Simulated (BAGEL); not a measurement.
# C3H5Ga (SMILES C#[C][GaH][CH3]), step by step

We compute a single-point energy (HF/6-31G*), then a single-point energy (NEVPT2(2,2)/6-31G*), then the energy (CASPT2(2,2)/6-31G*) of C3H5Ga. 

The calculation is run with BAGEL 1.2.2.

1 further run of the same task is left out (set aside as unsound or not needed).

**1. The structure to begin with**

C3H5Ga: 9 atoms, total charge 0, spin state singlet. SMILES: `C#[C][GaH][CH3]`. One bond was lengthened or shortened from a relaxed shape.

Bond lengths: C1–C2 1.210 Å, C2–Ga3 1.925 Å, Ga3–C4 1.958 Å, C1–H5 1.066 Å, Ga3–H6 1.330 Å, C4–H7 1.093 Å, C4–H8 1.090 Å, C4–H9 1.094 Å. Some angles: C1–C2–Ga3 179.3°, C2–Ga3–C4 117.4°, C2–C1–H5 179.8°, C2–Ga3–H6 117.1°, C4–Ga3–H6 125.5°, Ga3–C4–H7 109.9°, Ga3–C4–H8 112.6°, Ga3–C4–H9 109.4°, H7–C4–H8 109.1°, H7–C4–H9 106.9°.

**2. A single-point energy at HF/6-31G(d) (density fitting with svp-jkfit, spherical functions) (run 1)**

calc.json reads:

```json
{ "bagel" : [

{
  "title" : "molecule",
  "basis" : "6-31gs.json",
  "df_basis" : "svp-jkfit",
  "angstrom" : false,
  "geometry" : [
    { "atom" : "C", "xyz" : [     2.89556876,     1.87570436,    -3.75476109 ] },
    { "atom" : "C", "xyz" : [     1.85867603,     1.74039997,    -1.72160475 ] },
    { "atom" : "Ga", "xyz" : [     0.19344937,     1.48717667,     1.50321288 ] },
    { "atom" : "C", "xyz" : [    -1.89450902,    -1.50558260,     2.11302750 ] },
    { "atom" : "H", "xyz" : [     3.81208593,     2.00099320,    -5.54508762 ] },
    { "atom" : "H", "xyz" : [     0.55293386,     3.36957065,     3.12844160 ] },
    { "atom" : "H", "xyz" : [    -0.78958616,    -3.21521782,     1.76475098 ] },
    { "atom" : "H", "xyz" : [    -2.64869872,    -1.56945534,     4.02845390 ] },
    { "atom" : "H", "xyz" : [    -3.47224136,    -1.52636959,     0.77812497 ] }
  ]
},

{
  "title" : "hf"
},

{
  "title" : "print",
  "file" : "orbitals.molden",
  "orbitals" : true
}

]}
```

The basis set 6-31G* is read from a file made from the Basis Set Exchange's data (not shown).

Launch:

```sh
$ BAGEL_NUM_THREADS=1 BAGEL calc.json > calc.out
```

Output:

```text
* using 1 threads per process

  ===============================================================
  ===============================================================

  *** Geometry ***

  { "atom" : "C", "xyz" : [      2.895569,      1.875704,     -3.754761 ] },
  { "atom" : "C", "xyz" : [      1.858676,      1.740400,     -1.721605 ] },
  { "atom" : "Ga", "xyz" : [      0.193449,      1.487177,      1.503213 ] },
[... 5 lines of this table left out ...]
  { "atom" : "H", "xyz" : [     -3.472241,     -1.526370,      0.778125 ] },

  Number of auxiliary basis functions:      581

  Since a DF basis is specified, we compute 2- and 3-index integrals:
    o Being stored without compression. Storage requirement is 0.033 GB

  Number of basis functions:       84
  Number of electrons      :       54

    * METHOD: MOLECULE                             0.41

  *** RHF ***

  === Nuclear Repulsion ===
   217.1296724001

      * DIIS with orbital gradients will be used.

  === RHF iteration (6-31gs.json) ===
      0      -2039.24739892          0.01548327           0.10
      1      -2039.36315277          0.00708126           0.10
      2      -2039.38458082          0.00177990           0.10
[... 13 lines of this table left out ...]
     16      -2039.38631679          0.00000001           0.10
    * SCF iteration converged.

    * Permanent dipole moment:
           (    0.073881,     0.047338,    -0.094793) a.u.

    * METHOD: HF                                   1.95

    * METHOD: PRINT                                0.02

  ===============================================================
```

Wall time 2.5 s (1 thread of Arm Neoverse V1, shared host); peak memory 0.15 GiB.

**3. A single-point energy at NEVPT2(2,2)/6-31G(d) (density fitting with svp-jkfit, spherical functions) (run 2)**

input.json reads:

```json
{ "bagel" : [

{
  "title" : "molecule",
  "basis" : "6-31gs.json",
  "df_basis" : "svp-jkfit",
  "angstrom" : false,
  "geometry" : [
    { "atom" : "C", "xyz" : [  2.89556876,  1.87570436, -3.75476109 ] },
    { "atom" : "C", "xyz" : [  1.85867603,  1.74039997, -1.72160475 ] },
    { "atom" : "Ga", "xyz" : [  0.19344937,  1.48717667,  1.50321288 ] },
    { "atom" : "C", "xyz" : [ -1.89450902, -1.50558260,  2.11302750 ] },
    { "atom" : "H", "xyz" : [  3.81208593,  2.00099320, -5.54508762 ] },
    { "atom" : "H", "xyz" : [  0.55293386,  3.36957065,  3.12844160 ] },
    { "atom" : "H", "xyz" : [ -0.78958616, -3.21521782,  1.76475098 ] },
    { "atom" : "H", "xyz" : [ -2.64869872, -1.56945534,  4.02845390 ] },
    { "atom" : "H", "xyz" : [ -3.47224136, -1.52636959,  0.77812497 ] }
  ]
},
{ "title" : "hf" },
{ "title" : "casscf", "nstate" : 1, "nact" : 2, "nclosed" : 26, "active" : [21, 31], "maxiter" : 200, "natocc" : true },
{ "title" : "nevpt2", "nstate" : 1, "nact" : 2, "nclosed" : 26, "active" : [21, 31], "maxiter" : 200, "natocc" : true, "ncore" : 12 },
{ "title" : "print", "file" : "orbitals.molden", "orbitals" : true }

]}
```

The basis set 6-31G* is read from a file made from the Basis Set Exchange's data (not shown).

Launch:

```sh
$ BAGEL_NUM_THREADS=1 BAGEL input.json > input.out
```

Output:

```text
* using 1 threads per process

  ===============================================================
  ===============================================================

  *** Geometry ***

  { "atom" : "C", "xyz" : [      2.895569,      1.875704,     -3.754761 ] },
  { "atom" : "C", "xyz" : [      1.858676,      1.740400,     -1.721605 ] },
  { "atom" : "Ga", "xyz" : [      0.193449,      1.487177,      1.503213 ] },
[... 5 lines of this table left out ...]
  { "atom" : "H", "xyz" : [     -3.472241,     -1.526370,      0.778125 ] },

[... 23 lines left out ...]
    * SCF iteration converged.
[... 1 line left out ...]
    * Permanent dipole moment:
[... 27 lines left out ...]
    * Second-order optimization converged. *
[... 9 lines left out ...]
     * ci vector, state   0, <S^2> = 0.0000
[... 3 lines left out ...]
    * METHOD: CASSCF                               6.92

    * freezing 12 orbitals

  === DF-NEVPT2 calculation ===

    * 3-index integral transformation done
    * assembly done

      NEVPT2 correlation energy:   -0.5994503900      0.20

          (+0)     -0.5333707103
          (+0)'    -0.0211971757
          (+1)     -0.0054737048
          (+1)'    -0.0000000000
          (+2)     -0.0001641703
          (-1)     -0.0314306481
          (-1)'     0.0000000000
          (-2)     -0.0078139808

      NEVPT2 total energy:       -2039.9970581384

    * METHOD: NEVPT2                               0.39

    * METHOD: PRINT                                0.02

  ===============================================================
```

It took 9.9 s on 1 thread of Arm Neoverse V1, shared host; peak memory 0.15 GiB.

**4. A single-point energy at CASPT2(2,2)/6-31G(d) (density fitting with svp-jkfit, spherical functions) (run 3)**

job.json reads:

```json
{ "bagel": [

{
  "title": "molecule",
  "basis": "6-31gs.json",
  "df_basis": "svp-jkfit",
  "angstrom": "false",
  "geometry": [
    { "atom": "C", "xyz": [     2.89556876,     1.87570436,    -3.75476109 ] },
    { "atom": "C", "xyz": [     1.85867603,     1.74039997,    -1.72160475 ] },
    { "atom": "Ga", "xyz": [     0.19344937,     1.48717667,     1.50321288 ] },
    { "atom": "C", "xyz": [    -1.89450902,    -1.50558260,     2.11302750 ] },
    { "atom": "H", "xyz": [     3.81208593,     2.00099320,    -5.54508762 ] },
    { "atom": "H", "xyz": [     0.55293386,     3.36957065,     3.12844160 ] },
    { "atom": "H", "xyz": [    -0.78958616,    -3.21521782,     1.76475098 ] },
    { "atom": "H", "xyz": [    -2.64869872,    -1.56945534,     4.02845390 ] },
    { "atom": "H", "xyz": [    -3.47224136,    -1.52636959,     0.77812497 ] }
  ]
},

{ "title": "hf", "charge": 0 },

{ "title": "casscf", "nstate": 1, "nact": 2, "nclosed": 26, "charge": 0, "active": [21, 31], "maxiter": 200, "natocc": "true" },

{ "title": "print", "file": "orbitals.molden", "orbitals": "true" },

{ "title": "smith", "method": "caspt2", "ms": "true", "xms": "true", "sssr": "true", "shift": 0.2, "shift_imag": "true", "ncore": 12 }

]}
```

The basis set 6-31G* is read from a file made from the Basis Set Exchange's data (not shown).

Launch:

```sh
$ BAGEL_NUM_THREADS=1 BAGEL job.json > job.out
```

Output:

```text
* using 1 threads per process

  ===============================================================
  ===============================================================

  *** Geometry ***

  { "atom" : "C", "xyz" : [      2.895569,      1.875704,     -3.754761 ] },
  { "atom" : "C", "xyz" : [      1.858676,      1.740400,     -1.721605 ] },
  { "atom" : "Ga", "xyz" : [      0.193449,      1.487177,      1.503213 ] },
[... 5 lines of this table left out ...]
  { "atom" : "H", "xyz" : [     -3.472241,     -1.526370,      0.778125 ] },

[... 25 lines left out ...]
    * Permanent dipole moment:
[... 37 lines left out ...]
     * ci vector, state   0, <S^2> = 0.0000
[... 21 lines left out ...]
       #      aibj      arbs      arbi      airj      risj      airs      arst      rist         Etot      error   time
[... 9 lines left out ...]
      ------------------------------------------------------------------------------------------------------------------

    * CASPT2 energy : state  0    -2040.0010732872
        w/o shift correction      -2039.9976951879
        reference weight              0.8378825693

    * METHOD: SMITH                                0.88

  ===============================================================
```

Wall time 10 s (1 thread of Arm Neoverse V1, shared host); peak memory 0.22 GiB.

**5. Results**

| quantity | value |
| --- | --- |
| run 1, HF/6-31G*: total energy | -2039.38632 Eh |
| run 1, HF/6-31G*: dipole moment | 0.33 D |
| run 1, HF/6-31G*: HOMO energy | -10.15 eV |
| run 1, HF/6-31G*: LUMO energy | 1.39 eV |
| run 1, HF/6-31G*: HOMO–LUMO gap | 11.54 eV |
| run 2, NEVPT2(2,2)/6-31G*: total energy | -2039.99706 Eh |
| run 3, CASPT2(2,2)/6-31G*: total energy | -2040.00107 Eh |
